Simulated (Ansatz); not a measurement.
# Cs4AlPb3Br12: the cost of one run

Computed with Ansatz 0.2.0 (DFT, PBE, plane-wave PAW, default files, scalar-relativistic, unless a step's input says otherwise).

1 further run of the same task is left out (it didn't finish).

**1. Starting point**

It takes space group Im-3m (No. 229, cubic). Conventional cell: a = 11.740 Å, b = 11.740 Å, c = 11.740 Å, α = 90.00°, β = 90.00°, γ = 90.00°. Around Cs (site symmetry -3m) lie 12 Br at 4.15 Å. Around Al (site symmetry m-3m) lie 6 Br at 2.93 to 2.94 Å. Around Pb (site symmetry 4/mmm) lie 6 Br at 2.94 Å. Br (site symmetry 4mm) has 1 Al at 2.94 Å and 1 Pb at 2.94 Å and 4 Cs at 4.15 Å as nearest neighbours. Around Br (site symmetry -4m2) lie 2 Pb at 2.93 to 2.94 Å and 4 Cs at 4.15 Å.

As a file:

```
Cs Al Pb Br
1.0
    -5.87000    5.87000    5.87000
     5.87000   -5.87000    5.87000
     5.87000    5.87000   -5.87000
Cs Al Pb Br
4 1 3 12
Direct
  0.00000 0.00000 0.00000
  0.50000 0.50000 0.00000
  0.50000 0.00000 0.50000
  0.00000 0.50000 0.50000
  0.50000 0.50000 0.50000
  0.00000 0.00000 0.50000
  0.00000 0.50000 0.00000
  0.50000 0.00000 0.00000
  0.50000 0.25000 0.25000
  0.00000 0.75000 0.25000
  0.00000 0.25000 0.75000
  0.50000 0.75000 0.75000
  0.25000 0.50000 0.25000
  0.75000 0.00000 0.25000
  0.75000 0.50000 0.75000
  0.25000 0.00000 0.75000
  0.25000 0.25000 0.50000
  0.75000 0.75000 0.50000
  0.75000 0.25000 0.00000
  0.25000 0.75000 0.00000
```

Atom 5 of the input is the impurity.

**2. Gradients at the starting positions**

File input.yaml:

```yaml
crystal:
  lattice:
    - [-5.87, 5.87, 5.87]
    - [5.87, -5.87, 5.87]
    - [5.87, 5.87, -5.87]
  atoms:
    - { symbol: Cs, position: [0.0, 0.0, 0.0] }
    - { symbol: Cs, position: [0.5, 0.5, 0.0] }
    - { symbol: Cs, position: [0.5, 0.0, 0.5] }
    - { symbol: Cs, position: [0.0, 0.5, 0.5] }
    - { symbol: Al, position: [0.5, 0.5, 0.5] }
    - { symbol: Pb, position: [0.0, 0.0, 0.5] }
    - { symbol: Pb, position: [0.0, 0.5, 0.0] }
    - { symbol: Pb, position: [0.5, 0.0, 0.0] }
    - { symbol: Br, position: [0.5, 0.25, 0.25] }
    - { symbol: Br, position: [0.0, 0.75, 0.25] }
    - { symbol: Br, position: [0.0, 0.25, 0.75] }
    - { symbol: Br, position: [0.5, 0.75, 0.75] }
    - { symbol: Br, position: [0.25, 0.5, 0.25] }
    - { symbol: Br, position: [0.75, 0.0, 0.25] }
    - { symbol: Br, position: [0.75, 0.5, 0.75] }
    - { symbol: Br, position: [0.25, 0.0, 0.75] }
    - { symbol: Br, position: [0.25, 0.25, 0.5] }
    - { symbol: Br, position: [0.75, 0.75, 0.5] }
    - { symbol: Br, position: [0.75, 0.25, 0.0] }
    - { symbol: Br, position: [0.25, 0.75, 0.0] }
total_charge: 1
kpoints:
  mp_grid: { grid: [2, 2, 2] }
scf:
  occupations: { method: fermi_dirac, width: 0.01 }
hamiltonian:
  xc: pbe
  pseudopotentials: { kind: paw }
output:
  forces: true
  stress: true
  populations: true
  efg:
    quadrupole_moments_barn: { Cs: -0.00343, Al: 0.1466, Br: 0.2579 }
    contact_densities: true
```

On the command line:

```bash
$ ansatz run input.yaml --threads 1 --pin off --max-ram 2560MiB --backend cpu --events-out ev --progress --plain --runs-dir out
```

What time and memory should one allow on 1 thread of Arm Neoverse V1, shared host?

About 32 s, with a peak of 1.2 GiB.
